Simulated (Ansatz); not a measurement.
# CoSn: the cost of one run

Computed with Ansatz 0.2.0 (DFT PBE, scalar-relativistic, plane waves, PAW, unless a step's input says otherwise).

1 further run of the same task is left out (set aside as unsound or not needed).

### 1 The starting structure

The structure is hexagonal, space group P6/mmm (No. 191). Conventional cell: a = 5.297 Å, b = 5.297 Å, c = 4.230 Å, α = 90.00°, β = 90.00°, γ = 120.00°. Co (site symmetry mmm) is surrounded by 6 Sn at 2.61 to 2.65 Å and 4 Co at 2.65 Å. Sn (site symmetry -6m2) has 6 Co at 2.61 Å as nearest neighbours. Sn (site symmetry 6/mmm) is surrounded by 6 Co at 2.65 Å.

As a file:

```xyz
6
Lattice="5.2966 0.0000 0.0000 -2.6483 4.5870 0.0000 0.0000 0.0000 4.2302" Properties=species:S:1:pos:R:3 pbc="T T T"
Co   -1.3242    2.2935    0.0000
Co    1.3242    2.2935    0.0000
Co    2.6483    0.0000    0.0000
Sn    2.6483    1.5290    2.1151
Sn    0.0000    3.0580    2.1151
Sn    0.0000    0.0000    0.0000
```

It goes back to an entry of the Materials Project.

This cell was relaxed beforehand with the same method: volume 17.13 Å³/atom, gap on the mesh none (metal).

### 2 A stricter relaxation, with the smearing for a metal

Response functions are second derivatives at a minimum, so forces and stress are first brought close to zero on the mesh and occupations that the response runs use.

The input, input.yaml:

```yaml
crystal:
  lattice:
    - [5.2966106598, 0.0, 0.0]
    - [-2.6483053299, 4.5869993854, 0.0]
    - [0.0, 0.0, 4.2302439068]
  atoms:
    - { symbol: Co, position: [0.0, 0.5, 0.0] }
    - { symbol: Co, position: [0.5, 0.5, 0.0] }
    - { symbol: Co, position: [0.5, 0.0, 0.0] }
    - { symbol: Sn, position: [0.6666666667, 0.3333333333, 0.5] }
    - { symbol: Sn, position: [0.3333333333, 0.6666666667, 0.5] }
    - { symbol: Sn, position: [0.0, 0.0, 0.0] }
basis:
  ecutwfc: 420
kpoints:
  mp_grid: { grid: [9, 9, 8] }
hamiltonian:
  xc: pbe
scf:
  occupations: { method: fermi_dirac, width: 0.15 }
output:
  forces: true
  stress: true
  eigenvalues: true
relax:
  adjacent_minimum: "off"
  f_tol: 0.001
  max_steps: 60
  cell: { stress_tol: 0.01 }
```

The run is started by

```sh
$ ansatz run input.yaml --threads 2 --pin off --max-ram 5120MiB --backend cpu --events-out ev --progress --plain --runs-dir out
```

What time and memory should one allow on 2 threads of Intel Xeon at 2.50GHz (Skylake/Cascade Lake), shared host?

About 100 s, with a peak of 0.62 GiB.
